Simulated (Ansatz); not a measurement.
**CH5BOSi: one species, many methods**

One table from this session's results is given with a row withheld; the runs are named, their logs left out.

Method: functionals in def2-TZVPP, the program's frozen cores in correlated methods; program: Ansatz 0.2.0, Gaussian basis.

The runs, in order: LDA (SPW92), PBE-D4, revPBE-D4, BLYP-D4, r2SCAN-D4, B97M-V, PBE0-D4, B3LYP-D4, r2SCANh-D4, r2SCAN0-D4, HSE06-D4, BHLYP-D4, CAM-B3LYP-D4, LC-ωPBE, ωB97X-V, ωB97M-V, B2PLYP, PBE-QIDH; CCSD(T)/def2-SVP; CCSD(T)/def2-TZVPP; MP2/def2-QZVPP; extrapolation to the limit; RPA on PBE.

1 further run of the same task is left out (it didn't finish).

**Structure used throughout**

The geometry comes from an earlier relaxation with PBE0-D4 in a triple-zeta def2 set; it is a stationary point, not always the lowest conformer.

9 atoms, charge 0, spin multiplicity 1.

Atoms are counted from 1 here; the program's logs count them from 0.

Bond lengths: B1–Si2 2.006 Å, B1–H5 1.196 Å, B1–H6 1.194 Å, Si2–C3 1.933 Å, Si2–H7 1.484 Å, Si2–H8 1.495 Å, C3–O4 1.202 Å, C3–H9 1.118 Å. Angles: Si2–B1–H5 119.1°, Si2–B1–H6 123.0°, H5–B1–H6 117.9°, B1–Si2–C3 108.4°, B1–Si2–H7 117.0°, B1–Si2–H8 106.3°, C3–Si2–H7 108.9°, C3–Si2–H8 105.6°, H7–Si2–H8 110.1°, Si2–C3–O4 123.6°, Si2–C3–H9 116.8°, O4–C3–H9 119.6°.

The first run:

Input file in.yaml:

```yaml
crystal:
  periodic: [false, false, false]
  atoms:
    - {symbol: B, position_ang: [-0.950116, 0.849962, -1.073142]}
    - {symbol: Si, position_ang: [0.610784, -0.206031, -0.386539]}
    - {symbol: C, position_ang: [0.330634, -0.553651, 1.494472]}
    - {symbol: O, position_ang: [1.022800, -0.098396, 2.365799]}
    - {symbol: H, position_ang: [-2.057631, 0.518183, -0.766995]}
    - {symbol: H, position_ang: [-0.828791, 1.799433, -1.786879]}
    - {symbol: H, position_ang: [1.958063, 0.387565, -0.570734]}
    - {symbol: H, position_ang: [0.541989, -1.540923, -1.055879]}
    - {symbol: H, position_ang: [-0.539232, -1.202441, 1.762897]}
basis:
  gaussian: {orbitals: def2-TZVPP}
hamiltonian: {xc: lda}
output: {orbitals: {seedname: orbitals}}
```

Steps of the session up to this table: LDA; PBE-D4 (GGA); revPBE-D4 (GGA); BLYP-D4 (GGA); r2SCAN-D4 (meta-GGA); B97M-V (meta-GGA); PBE0-D4 (hybrid); B3LYP-D4 (hybrid); r2SCANh-D4 (hybrid); r2SCAN0-D4 (hybrid); HSE06-D4 (hybrid); BHLYP-D4 (hybrid); CAM-B3LYP-D4 (range-separated); LC-ωPBE (range-separated); ωB97X-V (range-separated); ωB97M-V (range-separated); B2PLYP (double hybrid); PBE-QIDH (double hybrid).

One table of the session follows, with a row left open; its other results are not shown here.

It belongs to the step «Frontier levels by functional». 

```
  functional  HOMO (eV)  LUMO (eV)  gap (eV)
 LDA (SPW92)      -5.88      -4.01      1.87
      PBE-D4          ?          ?         ?
   revPBE-D4      -5.67      -3.65      2.02
     BLYP-D4      -5.62      -3.60      2.03
   r2SCAN-D4      -5.93      -3.48      2.45
      B97M-V      -6.09      -3.60      2.48
     PBE0-D4      -7.04      -2.82      4.22
    B3LYP-D4      -6.83      -3.03      3.81
  r2SCANh-D4      -6.43      -3.16      3.28
  r2SCAN0-D4      -7.21      -2.66      4.55
    HSE06-D4      -6.64      -3.21      3.44
    BHLYP-D4      -8.39      -1.78      6.61
CAM-B3LYP-D4      -8.40      -1.71      6.69
     LC-ωPBE      -9.65      -0.51      9.14
     ωB97X-V      -9.36      -0.62      8.74
     ωB97M-V      -9.28      -0.87      8.41
```

**Question.** Estimate the row for PBE-D4.

As computed: HOMO (eV): -5.73; LUMO (eV): -3.75; gap (eV): 1.98. In the column «HOMO (eV)» it lies between LDA (SPW92) (-5.88) and revPBE-D4 (-5.67).
